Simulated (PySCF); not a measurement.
# In₂: from the state search to spectroscopic constants

An exercise on one series of results from a longer session: the logs are not shown, and one member is left open.

Program: PySCF 2.14.0. Level of theory: In cc-pVDZ-PP with ECP28, scalar-relativistic core potentials. These are calculated values, not measurements.

Set-up of the first run:

The job is set up so:

| Item | Value |
| --- | --- |
| atoms | In, In |
| charge | 0 |
| basis | In cc-pVDZ-PP with ECP28 |
| Hamiltonian | scalar-relativistic core potentials |
| basis functions | 46 |
| electrons treated | 42 |
| masses in u | 114.9039, 114.9039 |
| levels | PBE0, PBE, r²SCAN, TPSSh, PW91, B3LYP, HF, MP2, SCS-MP2, CCSD, CCSD(T) |
| grid | 80 radial by 434 angular points |
| occupations | held fixed by the projection of orbital angular momentum |
| dissociation limit | In + In, each in its ground configuration |
| starting distance in angstrom | 2.780 |
| values of 2S to try | 0, 2 |

Started as:

```bash
$ OMP_NUM_THREADS=1 python dia.py task.json out
```

Steps of the session up to this table: Input; The PBE0 curve of the state that the search chose; Higher solutions at PBE0; PBE; r²SCAN (meta-GGA); TPSSh (hybrid meta-GGA); PW91 (GGA); B3LYP (global hybrid GGA); UHF; Correlated methods on the Hartree–Fock reference.

One table of the session follows, with a row left open; its other results are not shown here.

Energy (eV) from each level's lowest point:

```
R (Å)    UHF  UHF-MP2  UHF-SCS-MP2  UHF-CCSD  UHF-CCSD(T)
2.634  0.509    0.431        0.442       n/a          n/a
2.757  0.240    0.185        0.191     0.216        0.214
2.879      ?        ?            ?         ?            ?
2.971  0.025    0.010        0.011     0.019        0.019
3.063  0.000    0.000        0.000     0.000        0.000
3.155  0.001    0.016        0.015     0.007        0.007
3.277  0.034    0.066        0.065     0.045        0.045
3.431  0.110    0.161        0.161     0.124        0.122
3.614  0.232    0.299        0.302     0.245        0.238
3.859  0.423    0.501        0.511       n/a          n/a
```

**Question.** Estimate the row for R (Å) = 2.879.

Worked estimate for «UHF». A straight line through the neighbours (2.757, 0.240) and (2.971, 0.025) gives 0.240 + (0.025 − 0.240) × (2.879 − 2.757) / (2.971 − 2.757) = 0.117; a parabola fitted to 4 rows on both sides gives 0.081.

The run gave: UHF: 0.086; UHF-MP2: 0.054; UHF-SCS-MP2: 0.057; UHF-CCSD: 0.072; UHF-CCSD(T): 0.072. In «UHF» the line misses by +0.031 and the parabola by -0.005.

Limits of these values: Lowest PBE0 solution found, without spin–orbit coupling: ³Πu (triplet), unpaired electrons σ ↑, π ↑. Warnings in the runs' records: inverted.
